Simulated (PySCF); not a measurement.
# Cl²⁺: dipole response in aug-cc-pV(T+d)Z

Aim: the static polarisability and the C₆ coefficient of Cl²⁺, method by method.

The numbers are computed with PySCF 2.14.0 (unrestricted determinants in a Gaussian basis, no spin-orbit coupling in the energies), except any that are marked as measured or tabulated.

## (1) The system

* Element: chlorine (Z = 17)
* Basis: aug-cc-pV(T+d)Z (6s5p4d2f, 55 functions)
* Hamiltonian: no relativity, point nucleus
* State 1: Cl²⁺: [Ne] 3s2 3p3, high-spin 4S determinant
* Methods: UHF, PBE, PBE0, M06-2X

The outer shells:

Cl2+ [Ne] 3s2 3p3
```
[Ne] core
3s [↑↓]
3p [↑ ][↑ ][↑ ]
```

The runs were made by one driver on top of PySCF. The scripts below sum up each run's settings (the driver also hands on starting orbitals that pick excited configurations, and frozen orbitals as a list rather than a count), and the logs come from the driver's own runs. The driver starts from symmetry-adapted Hartree-Fock orbitals, holds the occupation by maximum overlap and uses a logarithmic radial grid for functionals, so a plain start would take other cycles.

The integrals over 55 functions and the set-up took 0.13 s of CPU time.

## (2) Cl²⁺: the ladder of methods

**UHF**

input.py reads:

```python
from pyscf import gto, scf, dft, mp, cc
import basis_set_exchange as bse
mol = gto.M(atom="Cl 0 0 0", charge=2, spin=3, symmetry="D2h",
            basis=gto.basis.parse(bse.get_basis("aug-cc-pV(T+d)Z", elements=["Cl"], fmt="nwchem")))
mf = scf.UHF(mol)
mf.irrep_nelec = {'Ag': (3, 3), 'B1u': (2, 1), 'B2u': (2, 1), 'B3u': (2, 1)}
mf.kernel()
```

Output:

```text
damping factor = 0
level_shift factor = 0
DIIS = <class 'pyscf.scf.diis.CDIIS'>
diis_start_cycle = 1
diis_space = 10
diis_damp = 0
SCF conv_tol = 1e-09
SCF conv_tol_grad = None
number electrons alpha = 9  beta = 6
cycle= 1 E= -458.223120218871  delta_E= -2.02e-10  |g|= 4.43e-06  |ddm|= 5.64e-05
converged SCF energy = -458.223120218871  <S^2> = 3.7508354  2S+1 = 4.0004177
```

CPU time 1 s on a shared host, the integrals not counted.

The occupied shells:

```
shell  electrons  mean orbital energy (eV)  spread (eV)  rms radius (bohr)
 1s α          1                   -2882.9            0              0.106
 1s β          1                   -2881.7            0              0.106
 2s α          1                   -316.76            0              0.480
 2s β          1                   -315.63            0              0.480
 2p α          3                   -248.11            0              0.451
 2p β          3                   -246.09            0              0.451
 3s α          1                   -57.508            0               1.57
 3s β          1                   -46.578            0               1.57
 3p α          3                   -39.694            0               1.72
```

⟨S²⟩ = 3.751, ⟨L²⟩ = 0.00.

The driver then solved the coupled dipole response at imaginary frequencies: mean α = 5.974 bohr³, C₆ = 21.27 au for a like pair.

**PBE**

input.py differs from the last one in:

```diff
@@ -4,3 +4,3 @@
             basis=gto.basis.parse(bse.get_basis("aug-cc-pV(T+d)Z", elements=["Cl"], fmt="nwchem")))
-mf = scf.UHF(mol)
+mf = dft.UKS(mol, xc="PBE")
 mf.irrep_nelec = {'Ag': (3, 3), 'B1u': (2, 1), 'B2u': (2, 1), 'B3u': (2, 1)}
```

Output:

```text
damping factor = 0
level_shift factor = 0
DIIS = <class 'pyscf.scf.diis.CDIIS'>
diis_start_cycle = 1
diis_space = 10
diis_damp = 0
SCF conv_tol = 1e-09
SCF conv_tol_grad = None
number electrons alpha = 9  beta = 6
XC functionals = PBE
    J. P. Perdew, K. Burke, and M. Ernzerhof.,  Phys. Rev. Lett. 77, 3865 (1996)
    J. P. Perdew, K. Burke, and M. Ernzerhof.,  Phys. Rev. Lett. 78, 1396 (1997)
    J. P. Perdew, K. Burke, and M. Ernzerhof.,  Phys. Rev. Lett. 77, 3865 (1996)
    J. P. Perdew, K. Burke, and M. Ernzerhof.,  Phys. Rev. Lett. 78, 1396 (1997)
cycle= 1 E= -458.61290382383  delta_E= -0.00474  |g|= 0.023  |ddm|= 0.23
cycle= 2 E= -458.612957121265  delta_E= -5.33e-05  |g|= 0.00408  |ddm|= 0.0309
cycle= 3 E= -458.612958606979  delta_E= -1.49e-06  |g|= 0.000245  |ddm|= 0.00359
cycle= 4 E= -458.612958624702  delta_E= -1.77e-08  |g|= 3.68e-06  |ddm|= 0.000328
cycle= 5 E= -458.612958624704  delta_E= -2.73e-12  |g|= 4.86e-08  |ddm|= 3.97e-06
converged SCF energy = -458.612958624704  <S^2> = 3.750296  2S+1 = 4.000148
```

It used 1.4 s of CPU time after the integrals (shared host).

The driver then solved the coupled dipole response at imaginary frequencies: mean α = 5.882 bohr³, C₆ = 20.97 au for a like pair.

**PBE0**

input.py differs from the last one in:

```diff
@@ -4,3 +4,3 @@
             basis=gto.basis.parse(bse.get_basis("aug-cc-pV(T+d)Z", elements=["Cl"], fmt="nwchem")))
-mf = dft.UKS(mol, xc="PBE")
+mf = dft.UKS(mol, xc="PBE0")
 mf.irrep_nelec = {'Ag': (3, 3), 'B1u': (2, 1), 'B2u': (2, 1), 'B3u': (2, 1)}
```

Output:

```text
damping factor = 0
level_shift factor = 0
DIIS = <class 'pyscf.scf.diis.CDIIS'>
diis_start_cycle = 1
diis_space = 10
diis_damp = 0
SCF conv_tol = 1e-09
SCF conv_tol_grad = None
number electrons alpha = 9  beta = 6
XC functionals = PBE0
    C. Adamo and V. Barone.,  J. Chem. Phys. 110, 6158 (1999)
    M. Ernzerhof and G. E. Scuseria.,  J. Chem. Phys. 110, 5029 (1999)
cycle= 1 E= -458.653199999557  delta_E= -0.00261  |g|= 0.0115  |ddm|= 0.158
cycle= 2 E= -458.653214513954  delta_E= -1.45e-05  |g|= 0.00171  |ddm|= 0.0172
cycle= 3 E= -458.653214793018  delta_E= -2.79e-07  |g|= 0.00013  |ddm|= 0.00125
cycle= 4 E= -458.65321479718  delta_E= -4.16e-09  |g|= 1.1e-05  |ddm|= 0.000226
cycle= 5 E= -458.653214797228  delta_E= -4.77e-11  |g|= 5.28e-07  |ddm|= 2.24e-05
converged SCF energy = -458.653214797228  <S^2> = 3.7503304  2S+1 = 4.0001652
```

It used 2.1 s of CPU time after the integrals (shared host).

The driver then solved the coupled dipole response at imaginary frequencies: mean α = 5.867 bohr³, C₆ = 20.88 au for a like pair.

**M06-2X**

input.py differs from the last one in:

```diff
@@ -4,3 +4,3 @@
             basis=gto.basis.parse(bse.get_basis("aug-cc-pV(T+d)Z", elements=["Cl"], fmt="nwchem")))
-mf = dft.UKS(mol, xc="PBE0")
+mf = dft.UKS(mol, xc="M062X")
 mf.irrep_nelec = {'Ag': (3, 3), 'B1u': (2, 1), 'B2u': (2, 1), 'B3u': (2, 1)}
```

Output:

```text
damping factor = 0
level_shift factor = 0
DIIS = <class 'pyscf.scf.diis.CDIIS'>
diis_start_cycle = 1
diis_space = 10
diis_damp = 0
SCF conv_tol = 1e-09
SCF conv_tol_grad = None
number electrons alpha = 9  beta = 6
XC functionals = M062X
    Y. Zhao and D. G. Truhlar.,  Theor. Chem. Acc. 120, 215 (2008)
    Y. Zhao and D. G. Truhlar.,  Theor. Chem. Acc. 120, 215 (2008)
cycle= 1 E= -458.787555427253  delta_E= -0.00266  |g|= 0.00852  |ddm|= 0.224
cycle= 2 E= -458.787578788409  delta_E= -2.34e-05  |g|= 0.0011  |ddm|= 0.0177
cycle= 3 E= -458.787579279853  delta_E= -4.91e-07  |g|= 0.000265  |ddm|= 0.00214
cycle= 4 E= -458.787579295953  delta_E= -1.61e-08  |g|= 2.24e-05  |ddm|= 0.000433
cycle= 5 E= -458.787579296126  delta_E= -1.73e-10  |g|= 1.65e-06  |ddm|= 3.97e-05
converged SCF energy = -458.787579296126  <S^2> = 3.7513578  2S+1 = 4.0006788
```

CPU time 5.7 s on a shared host, the integrals not counted.

The driver then solved the coupled dipole response at imaginary frequencies: mean α = 5.991 bohr³, C₆ = 20.97 au for a like pair.

Radial density 4πr²ρ of Cl²⁺ at UHF:

```
r (bohr)   density  spin density
 0.00190     0.137         0.000
 0.00319     0.370         0.000
 0.00537     0.972         0.000
 0.00903      2.43         0.000
  0.0152      5.58         0.001
  0.0255      11.1         0.003
  0.0430      17.6         0.013
  0.0723      19.2         0.060
   0.122      14.2         0.215
   0.204      15.2         0.464
   0.344      19.1         0.336
   0.579      8.60         0.025
   0.973      3.51         1.490
    1.64      3.19         1.924
    2.75     0.455         0.321
    4.63   0.00499         0.004
    7.79  1.26e-05         0.000
```

## (3) Polarisabilities and C₆

Cl²⁺, in atomic units:

```
method  mean α  C₆ (like pair)  S(−4)
   UHF   5.974           21.27  11.49
   PBE   5.882           20.97  10.21
  PBE0   5.867           20.88  10.26
M06-2X   5.991           20.97  11.76
```

α(iu) at M06-2X:

```
u (hartree)  α(iu) (bohr³)
          0          5.991
     0.0500          5.962
      0.100          5.877
      0.200          5.568
      0.300          5.136
      0.500          4.161
      0.750          3.079
       1.00          2.282
       1.50          1.341
       2.00         0.8707
       3.00         0.4572
       5.00         0.2029
```

## (4) What came out

| quantity | value |
| --- | --- |
| α of Cl²⁺ | 5.867 (PBE0) to 5.991 (M06-2X) bohr³ |

**Reading.** A single London oscillator with the computed α and C₆ of Cl²⁺ at UHF would have ω = 4 C₆ / (3 α²) = 0.795 hartree. The basis is finite, and no extrapolation was made.
